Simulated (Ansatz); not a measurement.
**BaIrO3: a single-point run**

The task is a single-point run on BaIrO3. The structure is shown as the input types it.

Program: Ansatz 0.2.0. Level of theory: DFT, PBEsol, PAW with Ansatz's default frozen-core files, scalar-relativistic. These are calculated values, not measurements.

## (1) Starting point

Symmetry: Pm-3m, No. 221, cubic system. The conventional cell has a = 4.101 Å, b = 4.101 Å, c = 4.101 Å, α = 90.00°, β = 90.00°, γ = 90.00°. Ba (site symmetry m-3m) has 12 O at 2.90 Å as nearest neighbours. Ir (site symmetry m-3m) is surrounded by 6 O at 2.05 Å. O (site symmetry 4/mmm) has 2 Ir at 2.05 Å and 4 Ba at 2.90 Å as nearest neighbours.

The input asks for a charge of +6 e on the cell.

As a file:

```cif
data_structure
_symmetry_space_group_name_H-M 'P 1'
_symmetry_Int_Tables_number 1
_cell_length_a 4.1009
_cell_length_b 4.1009
_cell_length_c 4.1009
_cell_angle_alpha 90.000
_cell_angle_beta 90.000
_cell_angle_gamma 90.000
_cell_volume 68.97
loop_
_atom_site_label
_atom_site_type_symbol
_atom_site_fract_x
_atom_site_fract_y
_atom_site_fract_z
_atom_site_occupancy
Ba1 Ba 0.50000 0.50000 0.50000 1
Ir1 Ir 0.00000 0.00000 0.00000 1
O1 O 0.50000 0.00000 0.00000 1
O2 O 0.00000 0.50000 0.00000 1
O3 O 0.00000 0.00000 0.50000 1
```

## (2) The run

Input file input.yaml:

```yaml
crystal:
  lattice:
    - [4.1009, 0.0, 0.0]
    - [0.0, 4.1009, 0.0]
    - [0.0, 0.0, 4.1009]
  atoms:
    - { symbol: Ba, position: [0.5, 0.5, 0.5] }
    - { symbol: Ir, position: [0.0, 0.0, 0.0] }
    - { symbol: O, position: [0.5, 0.0, 0.0] }
    - { symbol: O, position: [0.0, 0.5, 0.0] }
    - { symbol: O, position: [0.0, 0.0, 0.5] }
kpoints:
  mp_grid: { grid: [7, 7, 7] }
  band_path:
    path:
      - [0.0, 0.0, 0.0]
      - [0.0, 0.5, 0.0]
      - [0.5, 0.5, 0.0]
      - [0.0, 0.0, 0.0]
      - [0.5, 0.5, 0.5]
      - [0.0, 0.5, 0.0]
      - [0.5, 0.5, 0.5]
      - [0.5, 0.5, 0.0]
    npoints: 5
scf:
  occupations: { method: fermi_dirac, width: 0.05 }
  max_iter: 100
hamiltonian:
  xc: pbesol
  pseudopotentials: { kind: paw }
output:
  forces: true
  stress: true
  eigenvalues: true
  efg: { contact_densities: true }
total_charge: 6
```

Started as:

```bash
$ ansatz run input.yaml --threads 2 --pin off --max-ram 5120MiB --backend cpu --events-out ev --progress --plain --runs-dir out
```

Q: Will this input give a usable result? If not, why, and what should change?

The run converged and reported no error, with warnings (gradients without spin orbit). It gives a pressure of 29 GPa, which is large; a structure far from rest gives such values too, whatever the setting.

Look at the input: total_charge is 6. The typed charge changes the electron count, so this is no longer the system that was meant.

Run again and compare: delete total_charge (the default then holds).
